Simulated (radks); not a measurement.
# The series with 62 electrons, Sm to Pb²⁰⁺

The task here is to estimate one member of a computed series from the others.

Method: scalar-relativistic Kohn-Sham, r2SCAN, spin-polarised, spherical densities, finite nucleus; open shells are filled with parallel spins first. Code: radks (a radial shooting solver on a logarithmic mesh, Libxc functionals) version 1.

## The system

```
electrons     : 62
ions          : Sm, Eu⁺, Gd²⁺, Tb³⁺, Dy⁴⁺, Ho⁵⁺, Er⁶⁺, Tm⁷⁺, Yb⁸⁺, Lu⁹⁺, Hf¹⁰⁺, Ta¹¹⁺, W¹²⁺, Re¹³⁺, Os¹⁴⁺, Ir¹⁵⁺, Pt¹⁶⁺, Au¹⁷⁺, Hg¹⁸⁺, Tl¹⁹⁺, Pb²⁰⁺
configuration : NIST ground configuration of each
```

The first run:

Input:

```text
Z 62
configuration [Xe] 4f6 6s2
relativity scalar-relativistic
functional r2scan,r2scan
spin polarised
nucleus finite rms 5.0819 fm
c 137.035999084
```

Steps of the session up to this table: Sm, [Xe] 4f6 6s2.

One table of the session follows, with a row left open; its other results are not shown here.

It belongs to the step «Sm, [Xe] 4f6 6s2». Sizes of the orbitals, from the radial functions (bohr):

| level | <r> | outermost maximum (interpolated) | 90 % within | nodes |
| --- | --- | --- | --- | --- |
| 4d down | 0.6720 | 0.587 | 1.01 | 1 |
| 5s up | 1.403 | 1.26 | 2.02 | 4 |
| 5s down | 1.438 | 1.28 | 2.08 | 4 |
| 5p up | 1.641 | 1.42 | 2.41 | 3 |
| 5p down | 1.692 | 1.45 | 2.49 | 3 |
| 4f up | 0.9842 | 0.614 | 1.72 | 0 |
| 6s up | ? | ? | ? | ? |
| 6s down | 4.564 | 3.87 | 6.72 | 5 |

**Question.** Estimate the row for 6s up.

**Answer.** <r>: 4.296; outermost maximum (interpolated): 3.68; 90 % within: 6.32; nodes: 5. In the column «<r>» it lies between 5p down (1.692) and 6s down (4.564).
